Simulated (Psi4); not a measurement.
# BSiH3Cl2O (SMILES [SiH3]OB(Cl)Cl): a chain of runs, part 2 of 3

Psi4 1.11.

## 3. A structure relaxation at PBE0-D4/def2-TZVP (density fitting) (run 2)

bcl2h3osi.in

```
memory 4400 MB

molecule molecule1 {
  0 1
  Si    -0.234394    -0.296697     1.252633
  O      0.205759     0.610682    -0.119168
  B      0.345972     0.414018    -1.441878
  Cl     0.019063    -1.160995    -2.198645
  Cl     0.871242     1.754819    -2.464425
  H     -1.332994     0.460533     1.933149
  H      0.975864    -0.377444     2.131762
  H     -0.698378    -1.665400     0.851968
  units angstrom
  symmetry c1
}

set scf_type df
set geom_maxiter 50
set max_force_g_convergence 0.0002

e_tot = optimize('pbe0-d4/def2-TZVP')
```

Started as:

```bash
$ psi4 -i bcl2h3osi.in -o bcl2h3osi.out -n 2
```

bcl2h3osi.out:

```text
Psi4 1.11 release

gradient() will perform analytic gradient computation.

   => Loading Basis Set <=

    Name: DEF2-TZVP
    Role: ORBITAL
    Keyword: BASIS

   => PBE0-D4(BJ,EEQ)ATM: Empirical Dispersion <=

        a1 =       0.400856
        a2 =       5.029288
       alp =      16.000000
        s6 =       1.000000
        s8 =       1.200655
        s9 =       1.000000
        ga =       3.000000
        gc =       2.000000
        wf =       6.000000

         ---------------------------------------------------------
                                   SCF
                              RKS Reference
                        2 Threads,   4196 MiB Core
         ---------------------------------------------------------

  ==> Geometry <==

    Molecular point group: c1
    Full point group: C1

    Geometry (in Angstrom), charge = 0, multiplicity = 1:

       Center              X                  Y                   Z               Mass
    ------------   -----------------  -----------------  -----------------  -----------------
         SI          -0.473654634379    -0.493628217373     2.353458608168    27.976926534650
         O           -0.033501634379     0.413750782627     0.981657608168    15.994914619570
         B            0.106711365621     0.217086782627    -0.341052391832    11.009305360000
[... 4 lines of this table left out ...]
         H           -0.937638634379    -1.862331217373     1.952793608168     1.007825032230

  Running in c1 symmetry.

  Rotational constants: A =      0.10934  B =      0.04948  C =      0.03449 [cm^-1]
  Rotational constants: A =   3277.86156  B =   1483.43730  C =   1034.05086 [MHz]
  Nuclear repulsion =  316.215803618279210

  Charge       = 0
  Multiplicity = 1
  Electrons    = 64
  Nalpha       = 32
  Nbeta        = 32

  ==> Algorithm <==

  SCF Algorithm Type is DF.
  DIIS enabled.
  MOM disabled.
  Fractional occupation disabled.
  Guess Type is SAD.
  Energy threshold   = 1.00e-08
  Density threshold  = 1.00e-08
  Integral threshold = 1.00e-12

  ==> Primary Basis <==

  Basis Set: DEF2-TZVP
    Blend: DEF2-TZVP
    Number of shells: 73
    Number of basis functions: 191
    Number of Cartesian functions: 216
    Spherical Harmonics?: true
    Max angular momentum: 3

  ==> DFT Potential <==

   => LibXC <=

    Version 7.1.2

   => Composite Functional: PBE0-D4BJEEQATM <=

    PBE0-d4bjeeqatm Hyb-GGA Exchange-Correlation Functional

    Deriv               =              1
    GGA                 =           TRUE
    Meta                =          FALSE

    Exchange Hybrid     =           TRUE
    MP2 Hybrid          =          FALSE

   => Exchange Functionals <=

    0.7500   Perdew, Burke & Ernzerhof

   => Exact (HF) Exchange <=

    0.2500               HF

   => Correlation Functionals <=

    1.0000   Perdew, Burke & Ernzerhof

   => LibXC Density Thresholds  <==

    XC_HYB_GGA_XC_PBEH:  1.00E-15

   => Molecular Quadrature <=

    Radial Scheme          =       TREUTLER
    Pruning Scheme         =           NONE
    Nuclear Scheme         =       TREUTLER

    Blocking Scheme        =         OCTREE
    BS radius alpha        =              1
    Pruning alpha          =              1
    Radial Points          =             75
    Spherical Points       =            302
    Total Points           =         171711
    Total Blocks           =           1355
    Max Points             =            256
    Max Functions          =            178
    Weights Tolerance      =       1.00E-15

   => Loading Basis Set <=

    Name: (DEF2-TZVP AUX)
    Role: JKFIT
    Keyword: DF_BASIS_SCF

  ==> Integral Setup <==

  DFHelper Memory: AOs need 0.161 GiB; user supplied 2.429 GiB.
  SCF_SUBTYPE=INCORE selected. In-core MEM_DF algorithm will be used.
  Using in-core AOs.

  ==> MemDFJK: Density-Fitted J/K Matrices <==

    J tasked:                   Yes
    K tasked:                   Yes
    wK tasked:                   No
    Memory [MiB]:              2487
    Algorithm:                 Core
    Schwarz Cutoff:           1E-12
    Mask sparsity (%):       6.1950
    Fitting Condition:        1E-10

   => Auxiliary Basis Set <=

  Basis Set: (DEF2-TZVP AUX)
    Blend: DEF2-UNIVERSAL-JKFIT
    Number of shells: 182
    Number of basis functions: 590
    Number of Cartesian functions: 707
    Spherical Harmonics?: true
    Max angular momentum: 4

  Cached 100.0% of DFT collocation blocks in 0.644 [GiB].

  Minimum eigenvalue in the overlap matrix is 2.4198777940E-04.
  Reciprocal condition number of the overlap matrix is 3.8961005746E-05.
    Using symmetric orthogonalization.

  ==> Pre-Iterations <==

  SCF Guess: Superposition of Atomic Densities via on-the-fly atomic UHF (no occupation information).

   -------------------------
    Irrep   Nso     Nmo
   -------------------------
     A        191     191
   -------------------------
    Total     191     191
   -------------------------

  ==> Iterations <==

                           Total Energy        Delta E     RMS |[F,P]|

[... 6 lines left out ...]
   @DF-RKS iter   6: -1311.48419198450301   -8.31770e-05   1.84908e-05 DIIS
[... 38 lines left out ...]
  @DF-RKS Final Energy: -1311.48419782249584
[... 25 lines left out ...]
 Dipole Y            :          2.1660395           -2.4360703           -0.2700308
[... 271 lines left out ...]
   @DF-RKS iter   0: -1311.51823646217417   -1.31152e+03   3.79040e-04
[... 8 lines left out ...]
   @DF-RKS iter   9: -1311.48565644565383   -1.29603e-11   4.48598e-09 DIIS
[... 22 lines left out ...]
    VV10 Nonlocal Energy =                  0.0000000000000000
[... 117 lines left out ...]
	  Convergence Criteria              o    2.00e-04 *             o             o             o
[... 114 lines left out ...]
   @DF-RKS iter   6: -1311.48571605250117   -1.86446e-09   1.01286e-07 DIIS
[... 22 lines left out ...]
    DFT Exchange-Correlation Energy =     -68.6066840533301274
[... 112 lines left out ...]
	Measures of convergence in internal coordinates in au.
[... 119 lines left out ...]
   @DF-RKS iter   4: -1311.48555105589344   -1.31058e-06   2.66135e-06 DIIS
[... 22 lines left out ...]
    Nuclear Repulsion Energy =            319.9656886578806052
[... 22 lines left out ...]
 Dipole Z            :         -9.5887730           10.2439495            0.6551765
[... 203 lines left out ...]
   @DF-RKS iter   1: -1311.48573562990487   -3.30896e-04   2.55250e-05 DIIS
[... 14 lines left out ...]
    Final Occupation by Irrep:
[... 30 lines left out ...]
 Dipole X            :          1.9915844           -2.1576271           -0.1660427
[... 202 lines left out ...]
                           Total Energy        Delta E     RMS |[F,P]|
[... 9 lines left out ...]
  Energy and wave function converged.
[... 22 lines left out ...]
    Total Energy =                      -1311.4857600506040853
[... 186 lines left out ...]
    Weights Tolerance      =       1.00E-15
[... 45 lines left out ...]
   @DF-RKS iter   7: -1311.48576668850205   -6.41194e-11   1.40610e-08 DIIS
[... 22 lines left out ...]
    Empirical Dispersion Energy =          -0.0069726198681208
[... 116 lines left out ...]
	   Step    Total Energy     Delta E     Max Force     RMS Force      Max Disp      RMS Disp
[... 109 lines left out ...]
   @DF-RKS iter   5: -1311.48577159888487   -7.94671e-09   1.56376e-07 DIIS
[... 22 lines left out ...]
    Two-Electron Energy =                 885.3195181525649105
[... 111 lines left out ...]
	                                 ==> Convergence Check <==
[... 114 lines left out ...]
   @DF-RKS iter   3: -1311.48577265240124   -8.20698e-03   8.97239e-05 DIIS
[... 14 lines left out ...]
    Final Occupation by Irrep:
[... 30 lines left out ...]
 Dipole X            :          2.3907870           -2.5775803           -0.1867933
[... 202 lines left out ...]
                           Total Energy        Delta E     RMS |[F,P]|
[... 9 lines left out ...]
   @DF-RKS iter   8: -1311.48596881872072   -4.88717e-09   1.15930e-07 DIIS
[... 22 lines left out ...]
    DFT Exchange-Correlation Energy =     -68.6058270172971874
[... 112 lines left out ...]
	Measures of convergence in internal coordinates in au.
[... 113 lines left out ...]
   @DF-RKS iter   4: -1311.48625369513229   -3.11283e-06   5.15144e-06 DIIS
[... 22 lines left out ...]
    Nuclear Repulsion Energy =            321.3485318654645084
[... 22 lines left out ...]
 Dipole Z            :         -9.1891142            9.8504809            0.6613668
[... 209 lines left out ...]
   @DF-RKS iter   1: -1311.48610791994520   -1.18515e-02   8.18455e-05 DIIS
[... 8 lines left out ...]
  Energy and wave function converged.
[... 22 lines left out ...]
    Total Energy =                      -1311.4863127873775284
[... 186 lines left out ...]
    Weights Tolerance      =       1.00E-15
[... 45 lines left out ...]
   @DF-RKS iter   7: -1311.48629894908163   -9.69703e-09   2.18372e-07 DIIS
[... 22 lines left out ...]
    Two-Electron Energy =                 887.9068967892618502
[... 111 lines left out ...]
	                                 ==> Convergence Check <==
[... 114 lines left out ...]
   @DF-RKS iter   3: -1311.48635019480844   -1.37664e-04   1.70933e-05 DIIS
[... 19 lines left out ...]
  @DF-RKS Final Energy: -1311.48635485866498
[... 25 lines left out ...]
 Dipole Y            :          2.1572512           -2.3789169           -0.2216657
[... 203 lines left out ...]
   @DF-RKS iter   0: -1311.48607358511913   -1.31149e+03   2.61011e-04
[... 8 lines left out ...]
  Energy and wave function converged.
[... 17 lines left out ...]
    Virtual:

      33A     -0.021823    34A     -0.005818    35A      0.041416
      36A      0.055866    37A      0.056930    38A      0.064624
      39A      0.087532    40A      0.127321    41A      0.128529
[... 49 lines of this table left out ...]
     189A     25.154453   190A     25.281434   191A     43.745846

    Final Occupation by Irrep:
              A
    DOCC [    32 ]
    NA   [    32 ]
    NB   [    32 ]

  @DF-RKS Final Energy: -1311.48636790265732

   => Energetics <=

    Nuclear Repulsion Energy =            321.7209926095779338
    One-Electron Energy =               -2451.9308645210535360
    Two-Electron Energy =                 887.3362209317363067
    DFT Exchange-Correlation Energy =     -68.6056611276541020
    Empirical Dispersion Energy =          -0.0070557952637245
    VV10 Nonlocal Energy =                  0.0000000000000000
    Total Energy =                      -1311.4863679026570935

Computation Completed

Properties will be evaluated at   0.000000,   0.000000,   0.000000 [a0]

Properties computed using the SCF density matrix

 Multipole Moments:

 ------------------------------------------------------------------------------------
     Multipole            Electronic (a.u.)      Nuclear  (a.u.)        Total (a.u.)
 ------------------------------------------------------------------------------------

 L = 1.  Multiply by 2.5417464519 to convert [e a0] to [Debye]
 Dipole X            :          2.5819855           -2.7376933           -0.1557077
 Dipole Y            :          2.1597540           -2.3850204           -0.2252664
 Dipole Z            :         -9.2242062            9.8503016            0.6260954
 Magnitude           :                                                    0.6833632

 ------------------------------------------------------------------------------------

	total time  =          6 seconds =       0.10 minutes

         ------------------------------------------------------------
                                   SCF GRAD
         ------------------------------------------------------------

  ==> Geometry <==

    Molecular point group: c1
    Full point group: C1

    Geometry (in Angstrom), charge = 0, multiplicity = 1:

       Center              X                  Y                   Z               Mass
    ------------   -----------------  -----------------  -----------------  -----------------
         SI          -0.638128954014    -0.469480973554     2.234305084228    27.976926534650
         O           -0.415634222780     0.485570449782     0.884494456669    15.994914619570
         B            0.056090243995     0.235547258798    -0.336366457305    11.009305360000
[... 4 lines of this table left out ...]
         H           -1.571443932016    -1.572371381610     1.907553776810     1.007825032230

  Nuclear repulsion =  321.720992609577934

   => Molecular Quadrature <=

    Radial Scheme          =       TREUTLER
    Pruning Scheme         =           NONE
    Nuclear Scheme         =       TREUTLER

    Blocking Scheme        =         OCTREE
    BS radius alpha        =              1
    Pruning alpha          =              1
    Radial Points          =             75
    Spherical Points       =            302
    Total Points           =         171691
    Total Blocks           =           1359
    Max Points             =            256
    Max Functions          =            175
    Weights Tolerance      =       1.00E-15

  -Total Gradient:
     Atom            X                  Y                   Z
    ------   -----------------  -----------------  -----------------
       1        0.000033380714     0.000003277154    -0.000037396882
       2       -0.000043250795     0.000162918899     0.000124096767
       3        0.000096854222    -0.000233357343    -0.000180837296
[... 4 lines of this table left out ...]
       8        0.000004647554     0.000008888640    -0.000033009256

	total time  =          5 seconds =       0.08 minutes

    			-----------------------------------------

    			 OPTKING 3.0: for geometry optimizations

    			        with contributions from

    			-----------------------------------------

	                            ===> Fragment 1 <==

	 Z (Atomic Numbers)          Masses                          Geom
	      14.000000            27.976927         -1.20588896 -0.88719046  4.22222469
	       8.000000            15.994915         -0.78543485  0.91759516  1.67145228
	       5.000000            11.009305          0.10599520  0.44511981 -0.63564048
[... 4 lines of this table left out ...]
	       1.000000             1.007825         -2.96959865 -2.97135128  3.60475421

	 - Coordinate -           - BOHR/RAD -       - ANG/DEG -
	 R(1,2)           =         3.152852           1.668417
	 R(1,6)           =         2.793974           1.478507
	 R(1,7)           =         2.799168           1.481256
[... 18 lines of this table left out ...]
	 D(3,2,1,8)       =        -1.048320         -60.064332

	        --- Internal Coordinate Step in ANG or DEG, aJ/ANG or AJ/DEG ---
	-------------------------------------------------------------------------------
	           Coordinate      Previous         Force          Change          New
	           ----------      --------        ------          ------        ------
	               R(1,2)       1.66842        0.00018       -0.00009       1.66833
	               R(1,6)       1.47851        0.00015        0.00006       1.47857
	               R(1,7)       1.48126        0.00013        0.00007       1.48132
[... 18 lines of this table left out ...]
	           D(3,2,1,8)     -60.06433       -0.00000       -0.50955     -60.57388
	-------------------------------------------------------------------------------

	                                 ==> Convergence Check <==

	Measures of convergence in internal coordinates in au.

	Criteria marked as inactive (o), active & met (*), and active & unmet ( ).

	----------------------------------------------------------------------------------------------
	   Step    Total Energy     Delta E     Max Force     RMS Force      Max Disp      RMS Disp
	----------------------------------------------------------------------------------------------
	  Convergence Criteria              o    2.00e-04 *             o             o             o
	----------------------------------------------------------------------------------------------
	    15   -1311.48636790   -1.30e-05 o    1.70e-04 *    6.49e-05 o    8.93e-03 o    3.38e-03 o  ~
	----------------------------------------------------------------------------------------------

Next Geometry in Ang
	Fragment 1 (Ang)

	   Si  -0.6394784191  -0.4700235293   2.2343977596
	    O  -0.4186526158   0.4831891060   0.8831192701
	    B   0.0565496666   0.2356028470  -0.3367141407
[... 4 lines of this table left out ...]
	    H  -1.5761943706  -1.5712486601   1.9118340353

    Final optimized geometry and variables:
    Molecular point group: c1
    Full point group: C1

    Geometry (in Angstrom), charge = 0, multiplicity = 1:

    SI          -0.638128954014    -0.469480973554     2.234305084228
    O           -0.415634222780     0.485570449782     0.884494456669
    B            0.056090243995     0.235547258798    -0.336366457305
[... 4 lines of this table left out ...]
    H           -1.571443932016    -1.572371381610     1.907553776810

    Psi4 run time: 0:02:50.80

[set-up sections that repeat, and orbital energies of the middle runs, are left out above]
```

Standard output:

```text
Optimizer: Optimization complete!
```

Run time: 2.9 min. Hardware: 2 threads of Intel Xeon Platinum 8259CL at 2.50GHz (Skylake/Cascade Lake), shared host; peak memory 1.3 GiB.

The path in brief:

```
step  energy from the first frame kept (eV)  largest force (eV/Å)
   0                                 0.0000                0.6685
   1                                -0.0397                0.2953
   2                                -0.0413                0.1030
   3                                -0.0368                0.2850
   4                                -0.0423                0.0464
   5                                -0.0425                0.0338
   6                                -0.0427                0.0209
   7                                -0.0428                0.0311
   8                                -0.0464                0.2375
   9                                -0.0482                0.4026
  10                                -0.0560                0.3071
  11                                -0.0576                0.1134
  12                                -0.0572                0.0557
  13                                -0.0587                0.0219
  14                                -0.0591                0.0160
```

After the run. Bond lengths: Si1–O2 1.668 Å, O2–B3 1.332 Å, B3–Cl4 1.764 Å, B3–Cl5 1.750 Å, Si1–H6 1.479 Å, Si1–H7 1.481 Å, Si1–H8 1.481 Å. Angles: Si1–O2–B3 132.9°, O2–B3–Cl4 121.2°, O2–B3–Cl5 120.0°, Cl4–B3–Cl5 118.8°, O2–Si1–H6 105.7°, O2–Si1–H7 109.4°, O2–Si1–H8 109.4°, H6–Si1–H7 110.7°, H6–Si1–H8 110.8°, H7–Si1–H8 110.6°.

(Part 2 of 3 ends here.)
